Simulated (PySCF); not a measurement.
**SiCl3 (SMILES Cl[Si](Cl)Cl) at UB3LYP/STO-3G**

What is the vertical doublet–quartet gap of SiCl3 at UB3LYP/STO-3G? The job is set up through a Python script.

Program for the calculation: PySCF 2.14.0.

15 further runs of the same task are left out: 8 that didn't finish, 7 set aside as unsound or not needed.

### 1 The structure to begin with

The species is SiCl3 (4 atoms), meant as a doublet with charge 0. As SMILES, `Cl[Si](Cl)Cl`. The shape is that of a PBE0-D4/def2-TZVP optimisation.

Bond lengths: Cl1–Si2 2.043 Å, Si2–Cl3 2.043 Å, Si2–Cl4 2.043 Å. Angles: Cl1–Si2–Cl3 109.4°, Cl1–Si2–Cl4 109.4°, Cl3–Si2–Cl4 109.5°.

### 2 The energy at UB3LYP/STO-3G

run.py reads:

```python
from pyscf import gto, dft

molecule = gto.Mole()
molecule.atom = '''
Cl    -2.881454    -1.117962     1.946607
Si     0.219397     0.735859     0.586949
Cl     3.202519    -1.707934     0.413850
Cl    -0.540462     2.089848    -2.947406
'''
molecule.spin = 1
molecule.basis = 'sto-3g'
molecule.unit = 'bohr'
molecule.verbose = 3
molecule.max_memory = 1860
molecule.build()

ks = dft.UKS(molecule)
ks.xc = 'b3lyp'
ks.conv_tol = 1e-10
ks.grids.level = 5
ks.kernel()
if not ks.converged:
    ks = ks.newton().run(ks.mo_coeff, ks.mo_occ)

e_final = ks.e_tot
print('Final energy', e_final)
```

On the command line:

```
$ OMP_NUM_THREADS=1 python run.py
```

Output:

```text
WARN: HOMO -0.210786705936549 >= LUMO -0.210786705936547

converged SCF energy = -1651.77875627543  <S^2> = 0.75126739  2S+1 = 2.001267
Final energy -1651.7787562754306
```

It took 7.8 s on 1 thread of Intel Xeon Platinum 8488C (Sapphire Rapids), shared host; peak memory 0.28 GiB.

### 3 The quartet at the same level

job.py reads:

```python
from pyscf import gto, dft

molecule = gto.M(
    atom='''
Cl    -2.881454    -1.117962     1.946607
Si     0.219397     0.735859     0.586949
Cl     3.202519    -1.707934     0.413850
Cl    -0.540462     2.089848    -2.947406
''',
    spin=3,
    basis='sto-3g',
    max_memory=1860,
    verbose=3,
    unit='bohr',
)

myscf = dft.UKS(molecule)
myscf.xc = 'b3lyp'
myscf.grids.level = 5
myscf.conv_tol = 1e-10
myscf.kernel()
if not myscf.converged:
    myscf = myscf.newton().run(myscf.mo_coeff, myscf.mo_occ)

energy = myscf.e_tot
print('E = %.10f Eh' % energy)
```

On the command line:

```
$ OMP_NUM_THREADS=1 python job.py
```

Output:

```text
WARN: HOMO 0.0317453977782359 >= LUMO -0.43804443640632

WARN: HOMO 0.0419839056534113 >= LUMO -0.202687743205272

WARN: HOMO 0.0698715047945728 >= LUMO -0.212681163100096

WARN: HOMO 0.0692163027945989 >= LUMO -0.212742851011175

WARN: HOMO 0.0691618694196802 >= LUMO -0.21276205078549

WARN: HOMO 0.069064820900819 >= LUMO -0.212747018005805

WARN: HOMO 0.0690634013166346 >= LUMO -0.212746368005952

WARN: HOMO 0.0690670370807154 >= LUMO -0.212744882891341

WARN: HOMO 0.069067381489738 >= LUMO -0.212744852186873

WARN: HOMO 0.0690671535784029 >= LUMO -0.212744983670685

WARN: HOMO 0.0690672009141502 >= LUMO -0.212744897867798

WARN: HOMO 0.0690673371065591 >= LUMO -0.212744915755645

WARN: HOMO 0.0690671886739255 >= LUMO -0.212744897311819

WARN: HOMO 0.0690671852595184 >= LUMO -0.212744930836468

WARN: HOMO 0.0690671837134315 >= LUMO -0.212744924211346

converged SCF energy = -1651.46117479619  <S^2> = 3.7501365  2S+1 = 4.0000682
E = -1651.4611747962 Eh
```

Run time: 13 s. Hardware: 1 thread of Intel Xeon Platinum 8488C (Sapphire Rapids), shared host; peak memory 0.28 GiB.

### 4 Outcome

At UB3LYP/STO-3G:

```
                                        quantity           value
                           doublet: total energy  -1651.77876 Eh
                          doublet: dipole moment          1.82 D
     doublet: HOMO energy (highest over α and β)        -5.15 eV
      doublet: LUMO energy (lowest over α and β)        -2.28 eV
                                   doublet: ⟨S²⟩           0.751
                           quartet: total energy  -1651.46117 Eh
                          quartet: dipole moment          2.34 D
                                   quartet: ⟨S²⟩           3.750
vertical energy of the quartet above the doublet        8.642 eV
```

In words: At this shape the quartet lies 8.64 eV (834 kJ/mol) above the doublet. In a minimal basis such a difference can be off by several eV, whatever the method.
